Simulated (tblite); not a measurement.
# C3H8BrClSi2: the cost of one run

Computed with tblite 0.8.0 and PySCF 2.14.0, with density-fitted response routines of our own, on a single molecule in the gas phase. Atoms are numbered from 0 throughout.

## Step 1: The starting structure

15 atoms, charge 0, multiplicity 1; geometry from: force field or distance geometry start.

Bonds of the start (Å): Cl0–C1 1.75, C1–C2 1.51, C2–C3 1.52, C3–Si4 1.89, Si4–Si5 2.26, Si5–Br6 2.23, Si5–C1 1.88, C1–H7 1.11, C2–H8 1.12, C2–H9 1.12, C3–H10 1.09, C3–H11 1.13, Si4–H12 1.46, Si4–H13 1.45, Si5–H14 1.46.

## Step 2: Geometry optimisation with GFN2-xTB

What the job is given:

```
{"job": {"kind": "relax", "xc": "GFN2-xTB", "basis": "xTB"}, "charge": 0, "multiplicity": 1}
Cl    -0.500400     0.079800    -2.427900
C      0.618000    -0.444500    -1.187900
C      0.006600    -1.284700    -0.097700
C     -1.245600    -0.588300     0.398900
Si    -0.562000     0.965200     1.220100
Si     1.210400     1.037800    -0.186700
Br     1.269400     2.905700    -1.408900
H      1.496500    -0.971500    -1.609600
H      0.745700    -1.375700     0.733300
H     -0.261800    -2.305800    -0.457900
H     -1.979500    -0.368800    -0.378800
H     -1.651900    -1.239800     1.223400
H     -0.146300     0.746600     2.599400
H     -1.448200     2.098200     1.022700
H      2.444600     0.753700     0.535600
```

Launch:

```console
OMP_NUM_THREADS=1 python probes_run.py task.json out
```

One launch serves the whole session: the jobs run in the order shown.

Q: Estimate the wall time and peak memory of this first job on 1 thread of AMD EPYC, shared host.

About 1.6 s, with a peak of 0.18 GiB.
